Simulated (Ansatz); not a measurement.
# Sn4SeS3: the cost of one run

Computed with Ansatz 0.2.0 (DFT LDA, scalar-relativistic, plane waves, PAW, unless a step's input says otherwise).

## Step 1: The system as given

The structure is monoclinic, space group Pm (No. 6). Conventional cell: a = 4.340 Å, b = 4.077 Å, c = 11.112 Å, α = 90.00°, β = 90.00°, γ = 90.00°. Sn (site symmetry m) is surrounded by 3 S at 2.62 to 2.76 Å. Sn (site symmetry m) is surrounded by 1 S at 2.62 Å and 2 Se at 2.76 Å. Around Sn (site symmetry m) lie 1 Se at 2.62 Å and 2 S at 2.76 Å. S (site symmetry m) is surrounded by 3 Sn at 2.62 to 2.76 Å. Around Se (site symmetry m) lie 3 Sn at 2.62 to 2.76 Å.

As a file:

```xyz
8
Lattice="11.1117 0.0000 0.0000 0.0000 4.0769 0.0000 0.0000 0.0000 4.3396" Properties=species:S:1:pos:R:3 pbc="T T T"
Sn    1.3667    1.0192    0.3949
Sn    4.1891    3.0577    2.5647
Sn    6.9226    1.0192    1.7749
Sn    9.7449    3.0577    3.9447
S     3.9669    1.0192    0.0694
S     1.5890    3.0577    2.2392
S     9.5227    1.0192    2.1004
Se    7.1448    3.0577    4.2701
```

## Step 2: Relaxing cell and atoms: Sn4SeS3, no spin

Input file input.yaml:

```yaml
crystal:
  lattice:
    - [11.11166, 0.0, 0.0]
    - [0.0, 4.07687, 0.0]
    - [0.0, 0.0, 4.33958]
  atoms:
    - { symbol: Sn, position: [0.123, 0.25, 0.091] }
    - { symbol: Sn, position: [0.377, 0.75, 0.591] }
    - { symbol: Sn, position: [0.623, 0.25, 0.409] }
    - { symbol: Sn, position: [0.877, 0.75, 0.909] }
    - { symbol: S, position: [0.357, 0.25, 0.016] }
    - { symbol: S, position: [0.143, 0.75, 0.516] }
    - { symbol: S, position: [0.857, 0.25, 0.484] }
    - { symbol: Se, position: [0.643, 0.75, 0.984] }
scf:
  occupations: { method: fixed }
output:
  forces: true
  stress: true
  eigenvalues: true
  write_density: true
  write_potential: true
  elf: true
  volumetric_format: npy
kpoints:
  mp_grid: { grid: [4, 8, 8] }
hamiltonian:
  xc: lda
relax:
  f_tol: 0.001
  max_steps: 90
  cell: { stress_tol: 0.01 }
```

The run is started by

```sh
$ ansatz run input.yaml --threads 8 --pin off --max-ram 16384MiB --backend cpu --events-out ev --progress --plain --runs-dir out
```

**Question.** How long does this run take on 8 threads of Intel Xeon Platinum 8488C (Sapphire Rapids), shared host, and how much memory does it need?

About 2.3 min, with a peak of 1.3 GiB.
